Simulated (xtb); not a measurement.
# GFN-FF run of C4H12BO− (SMILES CCC[BH2-]OC)

Aim: a geometry optimisation of C4H12BO−. 

The calculation is run with xtb 6.7.1 later snapshot.

4 further runs of the same task are left out: 4 set aside as unsound or not needed.

### 1 The system as given

C4H12BO−: 18 atoms, total charge -1, spin state singlet. As SMILES, `CCC[BH2-]OC`. All atoms were displaced at random from a relaxed shape. The run starts from this shape.

Some bond lengths: C1–C2 1.537 Å, C2–C3 1.605 Å, C3–B4 1.662 Å, B4–O5 1.547 Å, O5–C6 1.337 Å, C1–H7 1.258 Å, C1–H8 0.991 Å, C1–H9 1.127 Å, C2–H10 0.989 Å, C2–H11 1.018 Å, C3–H12 1.257 Å, C3–H13 1.029 Å, B4–H14 1.160 Å, B4–H15 1.322 Å, C6–H16 1.098 Å, C6–H17 1.123 Å. Some angles: C1–C2–C3 106.2°, C2–C3–B4 115.6°, C3–B4–O5 107.2°, B4–O5–C6 112.6°, C1–C2–H10 108.5°, C1–C2–H11 100.6°, C3–C2–H10 108.6°, C3–C2–H11 108.3°, C2–C1–H7 113.1°, C2–C1–H8 113.6°.

### 2 A geometry optimisation at GFN-FF

mol.coord reads:

```
$coord
      1.066977164486     -2.834154549930     -2.539376171750  c
      3.188421506514     -1.152770730544     -1.486779823072  c
      1.924723852454      1.545928250773     -0.919276170585  c
      0.010733644388      1.653850509750      1.567338847765  b
     -2.537184089445      0.478648730106      0.747915805604  o
     -4.269118082665      0.537891644113      2.587299626270  c
      0.342097120341     -2.174413365301     -4.705304666751  h
      1.549556524932     -4.636556430337     -2.698812364884  h
     -0.658985294179     -2.407529980034     -1.367235748428  h
      4.486946813050     -0.934582952195     -2.812743952938  h
      3.530424140548     -2.024614775402      0.193111112676  h
      3.710930779973      3.042081115423     -0.458504249618  h
      1.223748843785      2.260906130025     -2.586959475568  h
      0.914400677184      0.563327357751      3.239765365320  h
     -0.203032174830      4.091842874913      2.064544688415  h
     -4.651164013280      2.517757704884      3.074546610244  h
     -3.552080401937     -0.424186823195      4.337318298502  h
     -6.032270351463     -0.166673844192      1.932244962430  h
$end
```

On the command line:

```sh
$ xtb mol.coord -c -1 --gfnff --opt vtight | tee out.txt
```

Q: Predict the results. Wanted: steric energy; dispersion energy.

**Answer.** As computed:

Level: GFN-FF.

```
                      quantity          value
steric energy (arbitrary zero)    -3.47271 Eh
             dispersion energy  -23.70 kJ/mol
```

**Reading.** At the final geometry: Some bond lengths: C1–C2 1.527 Å, C2–C3 1.524 Å, C3–B4 1.613 Å, B4–O5 1.481 Å, O5–C6 1.400 Å, C1–H7 1.097 Å, C1–H8 1.099 Å, C1–H9 1.096 Å, C2–H10 1.105 Å, C2–H11 1.103 Å, C3–H12 1.097 Å, C3–H13 1.096 Å, B4–H14 1.188 Å, B4–H15 1.188 Å, C6–H16 1.091 Å, C6–H17 1.091 Å. Some angles: C1–C2–C3 113.4°, C2–C3–B4 116.1°, C3–B4–O5 114.8°, B4–O5–C6 116.6°, C1–C2–H10 109.6°, C1–C2–H11 109.9°, C3–C2–H10 109.8°, C3–C2–H11 109.2°, C2–C1–H7 111.4°, C2–C1–H8 112.3°. The optimisation took 158 steps and changed the energy by -2.242 eV.
